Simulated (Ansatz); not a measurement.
# FePt: the cost of one run

Computed with Ansatz 0.2.0 (DFT PBEsol, scalar-relativistic, plane waves, PAW, unless a step's input says otherwise).

1 further run of the same task is left out (set aside as unsound or not needed).

## (1) The structure to begin with

Symmetry: P4/mmm, No. 123, tetragonal system. The conventional cell has a = 2.687 Å, b = 2.687 Å, c = 3.717 Å, α = 90.00°, β = 90.00°, γ = 90.00°. Fe (site symmetry 4/mmm) has 8 Pt at 2.66 Å and 4 Fe at 2.69 Å as nearest neighbours. Around Pt (site symmetry 4/mmm) lie 8 Fe at 2.66 Å and 4 Pt at 2.69 Å.

Coordinates:

```
CELL_PARAMETERS angstrom
2.68678 0.00000 0.00000
0.00000 2.68678 0.00000
0.00000 0.00000 3.71740
ATOMIC_POSITIONS crystal
Fe 0.00000 0.00000 0.00000
Pt 0.50000 0.50000 0.50000
```

This cell was relaxed beforehand with the same method: volume 13.42 Å³/atom, gap on the mesh none (metal), site moments up to 2.9 μB.

## (2) Bands, states and charges

The input, input.yaml:

```yaml
crystal:
  lattice:
    - [2.6867834646, 0.0, 0.0]
    - [0.0, 2.6867834646, 0.0]
    - [0.0, 0.0, 3.7173957997]
  atoms:
    - { symbol: Fe, position: [0.0, 0.0, 0.0], spin: 3.17 }
    - { symbol: Pt, position: [0.5, 0.5, 0.5], spin: 0.41 }
basis:
  ecutwfc: 420
kpoints:
  mp_grid: { grid: [16, 16, 12] }
  band_path:
    path:
      - [[0.0, 0.0, 0.0], [0.0, 0.5, 0.0], [0.5, 0.5, 0.0], [0.0, 0.0, 0.0], [0.0, 0.0, 0.5], [0.0, 0.5, 0.5], [0.5, 0.5, 0.5], [0.0, 0.0, 0.5]]
      - [[0.0, 0.5, 0.0], [0.0, 0.5, 0.5]]
      - [[0.5, 0.5, 0.0], [0.5, 0.5, 0.5]]
    npoints: 14
hamiltonian:
  xc: pbesol
scf:
  occupations: { method: gaussian, width: 0.1 }
  n_extra_bands: 6
output:
  forces: true
  stress: true
  eigenvalues: true
  populations: true
  dos: { projected: true, de: 0.02, nscf_kmesh: { grid: [24, 24, 18] } }
  bader: true
  write_density: true
  write_potential: true
  elf: true
  volumetric_format: npy
magnetization:
  spin_polarized: true
checkpoint:
  read: start.run
  write: ck
  compress: false
  write_wavefunctions: false
  write_every: 100000
```

On the command line:

```sh
> ansatz run input.yaml --threads 1 --pin off --max-ram 2560MiB --backend cpu --events-out ev --progress --plain --runs-dir out
```

What time and memory should one allow on 1 thread of Intel Xeon 6975P-C (Granite Rapids), shared host?

About 36 s, with a peak of 0.74 GiB.
